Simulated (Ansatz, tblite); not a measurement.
# The cluster Zn₃Se₃+: a ladder of methods and basis sets

Aim: run the doublet of the cluster Zn₃Se₃+ at one geometry on many levels, and compare frontier levels, spin and run time.

The runs use Ansatz 0.2.0, Gaussian basis; as each input shows.

Levels to be run: GFN1-xTB, GFN2-xTB, PBE-D4/def2-SVP, r2SCAN-D4/def2-SVP, BHLYP-D4/def2-SVP, LC-ωPBE/def2-SVP, HF/STO-3G, MP2/def2-SVP, RPA/def2-SVP.

11 further runs of the same task are left out: 10 that didn't finish, 1 set aside as unsound or not needed. Runs told in other sessions of the task aren't counted.

## (1) The structure

The geometry is that of the doublet, from an earlier relaxation (PBE-D4/def2-SVP). At that level it is the lowest of the isomers that a small search found.

6 atoms, charge 1, spin multiplicity 2.

Bond lengths: Zn1–Zn3 2.493 Å, Zn2–Se5 2.407 Å, Zn2–Se6 2.282 Å, Zn3–Se4 2.500 Å, Zn3–Se6 2.324 Å, Se4–Se5 2.310 Å. Angles: Se5–Zn2–Se6 144.3°, Zn1–Zn3–Se4 109.7°, Zn1–Zn3–Se6 121.1°, Se4–Zn3–Se6 129.1°, Zn3–Se4–Se5 101.8°, Zn2–Se5–Se4 89.6°, Zn2–Se6–Zn3 75.1°.

The ion is computed in the gas phase, without counter-ions or solvent.

PBE0-D4/def2-SVP was run before; its log isn't repeated, and its numbers join the tables.

## (2) GFN1-xTB

Tight binding, by tblite at 300 K electronic temperature and without a spin-polarisation term:

```python
tblite.interface.Calculator('GFN1-xTB', numbers, positions, charge=1, uhf=1).singlepoint()
```

Energy -331.2184 eV; 0.009 s.

## (3) GFN2-xTB

Tight binding, by tblite at 300 K electronic temperature and without a spin-polarisation term:

```python
tblite.interface.Calculator('GFN2-xTB', numbers, positions, charge=1, uhf=1).singlepoint()
```

Energy -295.6422 eV; 0.011 s.

## (4) PBE-D4/def2-SVP

start.molden holds the orbitals of an earlier run on this state, given as this run's starting guess.

in.yaml reads:

```yaml
crystal:
  periodic: [false, false, false]
  atoms:
    - {symbol: Zn, position_ang: [3.225888, -0.379700, 1.076021]}
    - {symbol: Zn, position_ang: [-1.879456, 0.654226, 0.155690]}
    - {symbol: Zn, position_ang: [0.832555, 0.020335, 0.504763]}
    - {symbol: Se, position_ang: [0.305509, -1.027618, -1.702525]}
    - {symbol: Se, position_ang: [-1.924639, -0.484752, -1.963866]}
    - {symbol: Se, position_ang: [-0.559867, 1.217489, 1.929907]}
basis:
  gaussian: {orbitals: def2-SVP, initial_orbitals: start.molden}
total_charge: 1
magnetization: {spin_polarized: true, initial_magnetization: 1}
hamiltonian: {xc: pbe, dispersion: d4}
scf: {omitted_lower_state_checks: [starts]}
output: {forces: true, orbitals: {seedname: orbitals}}
```

Launch:

```
$ ansatz run in.yaml --threads 4 --pin off --events-out ev --progress --plain --max-ram 4787MiB
```

The runs that follow: r2SCAN-D4/def2-SVP; BHLYP-D4/def2-SVP; LC-ωPBE/def2-SVP; HF/STO-3G; MP2/def2-SVP; RPA/def2-SVP.

**Question.** What will the summary of the whole plan be? Wanted: gap in def2-SVP, named functionals, smallest and largest; correlation energy, MP2/def2-SVP; ⟨S²⟩ in def2-SVP, named functionals, smallest and largest.

As calculated:

| quantity | value |
| --- | --- |
| gap in def2-SVP, named functionals, smallest and largest | 0.27 eV (PBE-D4), 6.50 eV (LC-ωPBE) |
| correlation energy, MP2/def2-SVP | -42.59 eV |
| ⟨S²⟩ in def2-SVP, named functionals, smallest and largest | 0.752, 0.756 |

What this shows: Orbital gaps of the named functionals in def2-SVP span 0.27 eV (PBE-D4) to 6.50 eV (LC-ωPBE); exact exchange widens it. Over the named functionals in def2-SVP spin contamination reaches 0.01 (LC-ωPBE), which is small.
